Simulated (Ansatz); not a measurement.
This was printed by a script on the Python package of Ansatz (0.2.0), for a single point in a Gaussian basis of C₃H₉ClSi, SMILES C[SiH2]C(C)Cl. What did the script look like? Settings: PBE0, 6-31G* basis, multiplicity 1.

```xyz
14

C    -1.4161    0.7558    1.0331
Si   -0.0085    1.1675   -0.0568
C     1.0987   -0.2966   -0.2831
C     0.5782   -1.5311   -0.8930
Cl    1.7977   -0.7257    1.3250
H    -2.0543   -0.0121    0.6163
H    -1.1268    0.5308    2.0384
H    -2.0845    1.6883    1.0917
H    -0.4943    1.6058   -1.3528
H     0.7444    2.3331    0.5195
H     1.9769    0.0064   -0.8597
H     1.2642   -2.3345   -0.9763
H    -0.3740   -1.9024   -0.3014
H     0.0854   -1.3145   -1.8722
```

Running `python run_energy.py` prints:
```text
E = -23645.756486 eV = -868.9655232 Ha
converged: True  doubts: none
forces (eV/A)
  C    -1.8165    1.8709   -0.1348
  Si    0.2032    0.9015    0.5080
  C     1.8035   -0.0007   -0.0007
  C    -4.7450   -0.4062    0.0402
  Cl    0.1393    0.0444    0.5102
  H    -0.1611   -0.4958   -0.0041
  H     0.2232   -0.3879    0.7334
  H     0.8382   -1.1304   -0.0192
  H    -0.2581    0.1381   -0.8351
  H     0.0680   -0.2892   -0.0932
  H     0.1047    0.2314   -0.0750
  H     0.8668   -0.8030   -0.1068
  H     1.9572    0.3909   -0.7297
  H     0.7765   -0.0641    0.2069
   atom  mulliken  lowdin
0     C    -0.757  -0.524
1    Si     0.517   0.238
2     C    -0.454  -0.402
3     C    -0.519  -0.354
4    Cl    -0.075   0.114
5     H     0.201   0.155
6     H     0.223   0.162
7     H     0.188   0.162
8     H    -0.067  -0.068
9     H    -0.064  -0.067
10    H     0.235   0.165
11    H     0.212   0.136
12    H     0.169   0.138
13    H     0.190   0.146
dipole (e A): [-0.2514 -0.017  -0.3121]
```

The script that was run (others could print the same):

`run_energy.py`:
```python
"""Single point of C3H9ClSi."""

import warnings

import ansatz as az
import numpy as np
import pandas as pd


def main() -> None:
    warnings.simplefilter("ignore", az.DeckWarning)

    geometry_ang = [
        ("C", [-1.4161, 0.7558, 1.0331]),
        ("Si", [-0.0085, 1.1675, -0.0568]),
        ("C", [1.0987, -0.2966, -0.2831]),
        ("C", [0.5782, -1.5311, -0.893]),
        ("Cl", [1.7977, -0.7257, 1.325]),
        ("H", [-2.0543, -0.0121, 0.6163]),
        ("H", [-1.1268, 0.5308, 2.0384]),
        ("H", [-2.0845, 1.6883, 1.0917]),
        ("H", [-0.4943, 1.6058, -1.3528]),
        ("H", [0.7444, 2.3331, 0.5195]),
        ("H", [1.9769, 0.0064, -0.8597]),
        ("H", [1.2642, -2.3345, -0.9763]),
        ("H", [-0.374, -1.9024, -0.3014]),
        ("H", [0.0854, -1.3145, -1.8722]),
    ]
    c3h9clsi = az.Crystal.molecule()
    for symbol, xyz in geometry_ang:
        c3h9clsi = c3h9clsi.atom(symbol, xyz)

    setup = (
        c3h9clsi.calculation()
        .basis(gaussian="6-31G*")
        .functional("pbe0")
        .forces()
    )
    data = setup.session().plan(threads=1).execute().report

    print(f"E = {data['free_energy_ev']:.6f} eV = {data['free_energy_ev'] / 27.211386246:.7f} Ha")
    print("converged:", data["converged"], " doubts:", data["published_state_doubts"] or "none")

    symbols = [site.symbol for site in c3h9clsi.cartesian_sites]
    print("forces (eV/A)")
    for symbol, f in zip(symbols, data["forces_ev_ang"]):
        print(f"  {symbol:2s} {f[0]:9.4f} {f[1]:9.4f} {f[2]:9.4f}")

    charges = data["charge_distribution"]
    table = pd.DataFrame({"atom": symbols, "mulliken": charges["mulliken_charges_e"], "lowdin": charges["lowdin_charges_e"]})
    print(table.round(3).to_string())
    print("dipole (e A):", np.round(charges["dipole_moment_e_ang"], 4) + 0.0)


if __name__ == "__main__":
    main()
```

Caveats:
- Total energies depend on the basis set; only differences at equal settings carry meaning.
- The geometry is a force-field or estimated start, not a minimum of this method, and the basis set is short of its limit.
- The Löwdin charges here are taken after orthogonalising the functions within each atom; they differ from plain Löwdin charges, and their signs can be unphysical.
- The whole script took 6.1 s on 1 thread of Arm Neoverse V2, with other jobs on the host, peak memory 0.33 GiB.
